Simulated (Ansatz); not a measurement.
**CH9NOSi2: one species, many methods**

An exercise on one series of results from a longer session: the logs are not shown, and one member is left open.

Computed with Ansatz 0.2.0, Gaussian basis. Level: functionals in def2-TZVPP, the program's frozen cores in correlated methods.

Plan: PBE-D4, r2SCAN-D4, PBE0-D4, B3LYP-D4, ωB97X-V, ωB97M-V, B2PLYP; CCSD(T)/def2-TZVPP; MP2/def2-QZVPP; extrapolation to the limit.

**The geometry**

An earlier PBE0-D4 in a triple-zeta def2 set relaxation fixed the geometry.

14 atoms, charge 0, spin multiplicity 1.

Atoms are counted from 1 here; the program's logs count them from 0.

Bond lengths: N1–Si2 1.699 Å, N1–H6 1.007 Å, N1–H7 1.007 Å, Si2–O3 1.653 Å, Si2–H8 1.487 Å, Si2–H9 1.487 Å, O3–C4 1.419 Å, C4–Si5 1.888 Å, C4–H10 1.100 Å, C4–H11 1.100 Å, Si5–H12 1.486 Å, Si5–H13 1.489 Å, Si5–H14 1.486 Å. Angles: Si2–N1–H6 120.9°, Si2–N1–H7 121.0°, H6–N1–H7 111.4°, N1–Si2–O3 112.6°, N1–Si2–H8 108.6°, N1–Si2–H9 108.5°, O3–Si2–H8 108.1°, O3–Si2–H9 108.2°, H8–Si2–H9 111.0°, Si2–O3–C4 120.6°, O3–C4–Si5 108.7°, O3–C4–H10 111.2°, O3–C4–H11 111.1°, Si5–C4–H10 109.6°, Si5–C4–H11 109.7°, H10–C4–H11 106.5°, C4–Si5–H12 110.0°, C4–Si5–H13 109.1° and more.

The first run:

Input file in.yaml:

```yaml
crystal:
  periodic: [false, false, false]
  atoms:
    - {symbol: N, position_ang: [-1.839999, -1.328727, 1.923951]}
    - {symbol: Si, position_ang: [-0.477584, -1.379855, 0.909803]}
    - {symbol: O, position_ang: [-0.213317, 0.052777, 0.129638]}
    - {symbol: C, position_ang: [0.885786, 0.201003, -0.755123]}
    - {symbol: Si, position_ang: [0.877864, 1.960083, -1.440223]}
    - {symbol: H, position_ang: [-2.770795, -1.351313, 1.541499]}
    - {symbol: H, position_ang: [-1.814484, -0.834925, 2.800700]}
    - {symbol: H, position_ang: [0.719683, -1.681304, 1.739329]}
    - {symbol: H, position_ang: [-0.692660, -2.434261, -0.116981]}
    - {symbol: H, position_ang: [1.838496, 0.009000, -0.240384]}
    - {symbol: H, position_ang: [0.827651, -0.519205, -1.584140]}
    - {symbol: H, position_ang: [-0.386171, 2.213249, -2.178403]}
    - {symbol: H, position_ang: [2.028810, 2.125406, -2.370642]}
    - {symbol: H, position_ang: [1.003822, 2.939069, -0.330022]}
basis:
  gaussian: {orbitals: def2-TZVPP}
hamiltonian: {xc: pbe, dispersion: d4}
output: {forces: true, orbitals: {seedname: orbitals}}
```

The run is started by

```
> ansatz run in.yaml --threads 4 --pin off --events-out ev --progress --plain --max-ram 10444MiB
```

Among the steps run: PBE-D4 (GGA); r2SCAN-D4 (meta-GGA); PBE0-D4 (hybrid); B3LYP-D4 (hybrid); ωB97X-V (range-separated); ωB97M-V (range-separated); B2PLYP (double hybrid); CCSD(T) in def2-TZVPP; MP2 in def2-QZVPP.

One table of the session follows, with a row left open; its other results are not shown here.

| method | atomisation energy (eV) |
| --- | --- |
| PBE-D4 | 50.017 |
| r2SCAN-D4 | 49.691 |
| PBE0-D4 | 49.384 |
| B3LYP-D4 | 49.895 |
| ωB97X-V | 50.146 |
| ωB97M-V | 50.019 |
| B2PLYP | ? |
| HF/def2-TZVPP | 36.279 |
| MP2/def2-TZVPP | 48.842 |
| CCSD/def2-TZVPP | 47.946 |
| CCSD(T)/def2-TZVPP | 48.530 |
| MP2/CBS | 50.255 |
| CCSD(T)/CBS | 49.943 |

Estimate the missing values for B2PLYP.

**Answer.** atomisation energy (eV): 49.275. In the column «atomisation energy (eV)» it lies between MP2/def2-TZVPP (48.842) and PBE0-D4 (49.384).
